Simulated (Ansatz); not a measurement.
**Isostructural ReTc, TcIr, TcPt: table of trends**

Wanted for isostructural ReTc, TcIr, TcPt: a table of trends.

Computed with the Python package of Ansatz 0.2.0. Level of theory: DFT LDA, plane waves, norm-conserving potentials.

## 1. The system

ReTc P-6m2: The structure is hexagonal, space group P-6m2 (No. 187). Conventional cell: a = 2.749 Å, b = 2.749 Å, c = 4.440 Å, α = 90.00°, β = 90.00°, γ = 120.00°. Around Tc (site symmetry -6m2) lie 6 Re at 2.73 Å and 6 Tc at 2.75 Å. Re (site symmetry -6m2) has 6 Tc at 2.73 Å and 6 Re at 2.75 Å as nearest neighbours.

TcIr P-6m2: Symmetry: P-6m2, No. 187, hexagonal system. The conventional cell has a = 2.740 Å, b = 2.740 Å, c = 4.355 Å, α = 90.00°, β = 90.00°, γ = 120.00°. Tc (site symmetry -6m2) is surrounded by 6 Ir at 2.69 Å and 6 Tc at 2.74 Å. Ir (site symmetry -6m2) is surrounded by 6 Tc at 2.69 Å and 6 Ir at 2.74 Å.

TcPt P-6m2: The structure is hexagonal, space group P-6m2 (No. 187). Conventional cell: a = 2.783 Å, b = 2.783 Å, c = 4.486 Å, α = 90.00°, β = 90.00°, γ = 120.00°. Around Tc (site symmetry -6m2) lie 6 Pt at 2.76 Å and 6 Tc at 2.78 Å. Pt (site symmetry -6m2) is surrounded by 6 Tc at 2.76 Å and 6 Pt at 2.78 Å.

No structure file is read: the coordinates are typed or built in the script.

## 2. The code

The input, retc_trend.py:

```python
'''Trends along isostructural compounds in space group P-6m2, after relaxing atoms and volume at fixed cell shape.'''

import warnings

import ansatz as az
import matplotlib.pyplot as plt
import numpy as np

PHASES = {
    'ReTc': (
        [(2.749299, 0.0, 0.0), (-1.37465, 2.380963, 0.0), (0.0, 0.0, 4.440267)],
        [
            ('Tc', (0.0, 0.0, 0.0)),
            ('Re', (1 / 3, 2 / 3, 0.5)),
        ],
    ),
    'TcIr': (
        [(2.739906, 0.0, 0.0), (-1.369953, 2.372828, 0.0), (0.0, 0.0, 4.355461)],
        [
            ('Tc', (1 / 3, 2 / 3, 0.0)),
            ('Ir', (2 / 3, 1 / 3, 0.5)),
        ],
    ),
    'TcPt': (
        [(2.782706, 0.0, 0.0), (-1.391353, 2.409894, 0.0), (0.0, 0.0, 4.485865)],
        [
            ('Tc', (2 / 3, 1 / 3, 0.0)),
            ('Pt', (0.0, 0.0, 0.5)),
        ],
    ),
}


def build(vectors, sites):
    crystal = az.Crystal(lattice=az.Lattice.of(vectors))
    for symbol, position in sites:
        crystal = crystal.atom(symbol, position)
    return crystal


def run_phase(name, crystal):
    calc = (
        crystal.calculation()
        .scf(algorithm='density_mixing')
        .pseudopotentials('nc')
        .functional('lda')
        .kpoints(spacing=0.39)
        .occupations('fermi_dirac', width=0.1)
        .stress()
        .band_table()  # levels at the mesh points
    )
    calc = calc.relax(force_tolerance=0.03, max_steps=40, fix_cell=['shape'])
    return calc.run(threads=1, pin='off')


def volume_per_atom(outcome):
    return abs(np.linalg.det(outcome.lattice.cell_ang)) / len(outcome.lattice.sites)

warnings.simplefilter('ignore', az.DeckWarning)

phases = {name: build(*cell) for name, cell in PHASES.items()}

done = {}
for name, crystal in phases.items():
    try:
        done[name] = run_phase(name, crystal)
    except az.NonConvergedError as error:
        print(name, 'did not converge:', str(error)[:120])

rows = [(name, volume_per_atom(o)) for name, o in done.items()]
print('  compound  V (A^3/atom)')
for row in rows:
    print(f'{str(row[0]):>10}  {row[1]:12.3f}')
plt.figure(figsize=(4.5, 3))
plt.bar([row[0] for row in rows], [row[1] for row in rows])
plt.ylabel('V (A^3/atom)')
plt.tight_layout()
plt.savefig('trend.png', dpi=100)
```

## 3. Launch

Launch:

```sh
> python retc_trend.py
```

Q: Predict the main results. Wanted: ReTc; TcIr; TcPt.

As calculated:

| quantity | value |
| --- | --- |
| runs compared | 3 |
| ReTc (run 1): relaxed volume, space group | 14.06 Å³/atom, P-6m2 |
| TcIr (run 2): relaxed volume, space group | 13.71 Å³/atom, P-6m2 |
| TcPt (run 3): relaxed volume, space group | 14.17 Å³/atom, P-6m2 |

In words: By relaxed volume an atom the order is TcIr (run 2) < ReTc (run 1) < TcPt (run 3). In run 1, over 3 moves the cell shrank by 3.3 % in volume, and the space group stayed P-6m2. In run 2, over 2 moves the cell shrank by 3.1 % in volume, and the space group stayed P-6m2. What to keep in mind:
- The run is spin-unpolarised.
- For the metals among these cells the mesh is coarse, so their volumes and pressures are rough.
- Atoms and volume are relaxed with the cell's shape held, which in cells of lower than cubic symmetry can hide stresses and shift volumes.
- Spin-orbit coupling, which matters for elements this heavy, is left out.
- Some members of the series are computed structures and not known phases.
